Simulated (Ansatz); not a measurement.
Run this with Ansatz 0.2.0 through its Python package and show what comes out.

Contents of `f3si.xyz`:
```text
4

F     0.78789   -0.50898    1.11903
Si   -0.32524    0.24405    0.26886
F    -0.96275   -0.88910   -0.64685
F     0.50010    1.15403   -0.74104
```

The script, `scan_f3si.py`:
```python
import ansatz as az
import numpy as np


def main() -> None:
    molecule = az.Crystal.molecule_from_extxyz("f3si.xyz")

    symbols = [site.symbol for site in molecule.cartesian_sites]
    start = np.array([site.position_ang for site in molecule.cartesian_sites])
    axis = (start[3] - start[1]) / np.linalg.norm(start[3] - start[1])
    moving = [3]
    lengths, energies = [1.399, 1.463, 1.527, 1.59, 1.654, 1.718, 1.781, 1.877], []
    for length in lengths:
        xyz = start.copy()
        xyz[moving] += (length - np.linalg.norm(start[3] - start[1])) * axis
        point = az.Crystal.molecule()
        for symbol, place in zip(symbols, xyz):
            point = point.atom(symbol, place.tolist())
        base = (
            point.calculation()
            .basis(gaussian="6-31G*")
            .functional("HF")
            .spin("collinear", total=1)
        )
        data = base.run(threads=1, pin="off").report
        energies.append(data["free_energy_ev"])
        print(f"r = {length:6.3f} A  E = {energies[-1]:.5f} eV  <S^2> = {abs(data['mean_field']['state']['spin_squared']):.3f}")

    fit = np.polynomial.Polynomial.fit(lengths, np.array(energies) - min(energies), 4).convert()
    roots = [r.real for r in fit.deriv().roots() if abs(r.imag) < 1e-9 and fit.deriv(2)(r.real) > 0]
    r_e = min(roots, key=lambda r: abs(r - lengths[int(np.argmin(energies))]))
    print(f"minimum of the fit at {r_e:.4f} A, force constant {fit.deriv(2)(r_e):.2f} eV/A^2")


if __name__ == "__main__":
    main()
```

Running `python scan_f3si.py` prints:
```text
r =  1.399 A  E = -15982.46866 eV  <S^2> = 0.752
r =  1.463 A  E = -15983.06022 eV  <S^2> = 0.752
r =  1.527 A  E = -15983.33693 eV  <S^2> = 0.752
r =  1.590 A  E = -15983.39029 eV  <S^2> = 0.752
r =  1.654 A  E = -15983.28736 eV  <S^2> = 0.752
r =  1.718 A  E = -15983.07430 eV  <S^2> = 0.753
r =  1.781 A  E = -15982.79177 eV  <S^2> = 0.753
r =  1.877 A  E = -15982.27784 eV  <S^2> = 0.755
minimum of the fit at 1.5766 A, force constant 42.07 eV/A^2
```

Total energies depend on the basis set; only differences at equal settings carry meaning. The rest of the molecule is held rigid at a force-field or estimated start geometry, and the basis set is modest; single-reference methods fail as a bond breaks. The run takes the species as open-shell (spin multiplicity 2), which needn't be its ground state. Hartree-Fock leaves correlation out, so bond, atomisation and ionisation energies come out well too low. The whole script took 4.7 s on 1 thread of Arm Neoverse V1, with other jobs on the host, peak memory 0.18 GiB.
